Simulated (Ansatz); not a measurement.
I need a scan of the energy under strain of Na3In, space group Fm-3m. Use Ansatz 0.2.0, Python API. Settings (first run): r2SCAN, PAW, cutoff 550 eV, 8×8×8 k-points, cold smearing of 0.1 eV.

```cif
data_structure
_symmetry_space_group_name_H-M 'P 1'
_symmetry_Int_Tables_number 1
_cell_length_a 5.5019
_cell_length_b 5.5019
_cell_length_c 5.5019
_cell_angle_alpha 60.000
_cell_angle_beta 60.000
_cell_angle_gamma 60.000
_cell_volume 117.77
loop_
_atom_site_label
_atom_site_type_symbol
_atom_site_fract_x
_atom_site_fract_y
_atom_site_fract_z
_atom_site_occupancy
Na1 Na 0.25000 0.25000 0.25000 1
Na2 Na 0.75000 0.75000 0.75000 1
Na3 Na 0.50000 0.50000 0.50000 1
In1 In 0.00000 0.00000 0.00000 1
```

`strain_na3in.py`:
```python
"""A uniaxial strain scan of Na3In."""

import ansatz as az
import numpy as np

VECTORS = np.array([
    [0.0, 3.890459, 3.890459],
    [3.890459, 0.0, 3.890459],
    [3.890459, 3.890459, 0.0],
])
SITES = [
    ("Na", (0.25, 0.25, 0.25)),
    ("Na", (0.75, 0.75, 0.75)),
    ("Na", (0.5, 0.5, 0.5)),
    ("In", (0.0, 0.0, 0.0)),
]


def make_crystal(cell):
    crystal = az.Crystal(lattice=az.Lattice.of(cell))
    for symbol, position in SITES:
        crystal = crystal.atom(symbol, position)
    return crystal

# clamped ions: the fractional positions stay as typed
values = np.linspace(-0.03, 0.03, 5)
energies = []
for d in values:
    strain = np.diag([0, 0, d])
    cell = VECTORS @ (np.eye(3) + strain)
    calc = (
        make_crystal(cell).calculation()
        .functional(az.Functional.R2SCAN)
        .basis(550)
        .occupations(az.OccupationsMethod.COLD, width=100 * az.meV)
        .kpoints(8, 8, 8)
        .stress()
    )
    r = calc.run().report
    energies.append(r["free_energy_ev"] / len(SITES))
    s = r["stress_gpa"]
    print(f"d = {d:+.4f}  stress xx yy zz xy (GPa, compression positive): {s[0][0]:8.3f} {s[1][1]:8.3f} {s[2][2]:8.3f} {s[0][1]:8.3f}")
energies = np.array(energies)

for value, e in zip(values, energies):
    print(f"strain {value:7.3f}   E - Emin = {1000 * (e - energies.min()):9.3f} meV/atom")
curvature = 2 * np.polyfit(values, energies, 3)[1]
volume = abs(np.linalg.det(VECTORS)) / len(SITES)
print(f"d2E/dd2 over the volume: {curvature / volume * 160.21766:.1f} GPa")
```

Running `python strain_na3in.py` prints:
```text
d = -0.0300  stress xx yy zz xy (GPa, compression positive):    0.291    0.291    0.388    0.000
d = -0.0150  stress xx yy zz xy (GPa, compression positive):    0.060    0.060    0.102   -0.000
d = +0.0000  stress xx yy zz xy (GPa, compression positive):   -0.156   -0.156   -0.156   -0.000
d = +0.0150  stress xx yy zz xy (GPa, compression positive):   -0.357   -0.357   -0.391    0.000
d = +0.0300  stress xx yy zz xy (GPa, compression positive):   -0.548   -0.548   -0.596   -0.000
strain  -0.030   E - Emin =     0.668 meV/atom
strain  -0.015   E - Emin =     0.000 meV/atom
strain   0.000   E - Emin =     0.081 meV/atom
strain   0.015   E - Emin =     0.839 meV/atom
strain   0.030   E - Emin =     2.209 meV/atom
d2E/dd2 over the volume: 16.4 GPa
```

Against the unstrained cell the energy per atom changes by +0.59 meV at one end of the scan and +2.13 meV at the other, and its second derivative over the volume is 16.4 GPa.

Notes:
- The curvature belongs to this strain pattern and to the cell's stress; it equals a single elastic constant only for simple patterns.
- In a metal a curvature from energy changes of a few meV or less hangs on mesh and smearing, in size and even in sign.
- This cell is a computed structure, which may not be the phase found in nature.
- The ions keep their fractional positions (clamped ions).
- The whole script took 100 s on 1 thread of AMD EPYC 7R43 64-Core Processor (Zen 3) (shared host), peak memory 0.98 GiB.
